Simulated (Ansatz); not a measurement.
# C3H4F4O: one species, many methods

One table from this session's results is given with a row withheld; the runs are named, their logs left out.

Program: Ansatz 0.2.0, Gaussian basis. Level of theory: functionals in def2-TZVPP, the program's frozen cores in correlated methods. These are calculated values, not measurements.

Levels to be run: PBE-D4, r2SCAN-D4, PBE0-D4, B3LYP-D4, ωB97X-V, ωB97M-V, B2PLYP; CCSD(T)/def2-TZVPP; MP2/def2-QZVPP; extrapolation to the limit.

### The relaxed structure

All runs share one geometry, relaxed beforehand with PBE0-D4 in a triple-zeta def2 set.

SMILES `FCC(F)OC(F)F`, 12 atoms, charge 0, spin multiplicity 1.

Atoms are counted from 1 here; the program's logs count them from 0.

Bond lengths: F1–C2 1.371 Å, C2–C3 1.507 Å, C2–H9 1.093 Å, C2–H10 1.093 Å, C3–F4 1.372 Å, C3–O5 1.388 Å, C3–H11 1.095 Å, O5–C6 1.370 Å, C6–F7 1.331 Å, C6–F8 1.352 Å, C6–H12 1.094 Å. Angles: F1–C2–C3 109.2°, F1–C2–H9 109.3°, F1–C2–H10 109.3°, C3–C2–H9 109.5°, C3–C2–H10 109.4°, H9–C2–H10 110.1°, C2–C3–F4 109.9°, C2–C3–O5 106.6°, C2–C3–H11 111.9°, F4–C3–O5 109.6°, F4–C3–H11 106.9°, O5–C3–H11 111.9°, C3–O5–C6 115.4°, O5–C6–F7 106.7°, O5–C6–F8 110.2°, O5–C6–H12 113.3°, F7–C6–F8 108.0°, F7–C6–H12 110.2° and more.

Set-up of the first run:

The input, in.yaml:

```yaml
crystal:
  periodic: [false, false, false]
  atoms:
    - {symbol: F, position_ang: [-1.015390, 2.010431, -1.687694]}
    - {symbol: C, position_ang: [-1.233216, 1.010442, -0.775625]}
    - {symbol: C, position_ang: [0.073231, 0.322328, -0.474068]}
    - {symbol: F, position_ang: [0.536723, -0.314720, -1.597876]}
    - {symbol: O, position_ang: [-0.190383, -0.614020, 0.515576]}
    - {symbol: C, position_ang: [0.912518, -1.178021, 1.099608]}
    - {symbol: F, position_ang: [0.469990, -2.159767, 1.882121]}
    - {symbol: F, position_ang: [1.541270, -0.270863, 1.881259]}
    - {symbol: H, position_ang: [-1.938932, 0.287195, -1.192902]}
    - {symbol: H, position_ang: [-1.637272, 1.441666, 0.143360]}
    - {symbol: H, position_ang: [0.848197, 1.033238, -0.168616]}
    - {symbol: H, position_ang: [1.633263, -1.567920, 0.374858]}
basis:
  gaussian: {orbitals: def2-TZVPP}
hamiltonian: {xc: pbe, dispersion: d4}
output: {forces: true, orbitals: {seedname: orbitals}}
```

Launch:

```sh
$ ansatz run in.yaml --threads 2 --pin off --events-out ev --progress --plain --max-ram 22528MiB --backend cuda --devices 0, --max-vram 18GiB
```

Steps of the session up to this table: PBE-D4 (GGA); r2SCAN-D4 (meta-GGA); PBE0-D4 (hybrid); B3LYP-D4 (hybrid); ωB97X-V (range-separated); ωB97M-V (range-separated); B2PLYP (double hybrid); CCSD(T) in def2-TZVPP; MP2 in def2-QZVPP.

One of the session's tables, all rows but one given; the rest of the session is left out.

| method | atomisation energy (eV) |
| --- | --- |
| PBE-D4 | 51.943 |
| r2SCAN-D4 | 50.218 |
| PBE0-D4 | 50.202 |
| B3LYP-D4 | 49.659 |
| ωB97X-V | ? |
| ωB97M-V | 50.136 |
| B2PLYP | 49.342 |
| HF/def2-TZVPP | 34.515 |
| MP2/def2-TZVPP | 50.360 |
| CCSD/def2-TZVPP | 47.579 |
| CCSD(T)/def2-TZVPP | 48.550 |
| MP2/CBS | 51.724 |
| CCSD(T)/CBS | 49.914 |

Estimate the missing values for ωB97X-V.

As computed: atomisation energy (eV): 50.134. In the column «atomisation energy (eV)» it lies between CCSD(T)/CBS (49.914) and ωB97M-V (50.136).
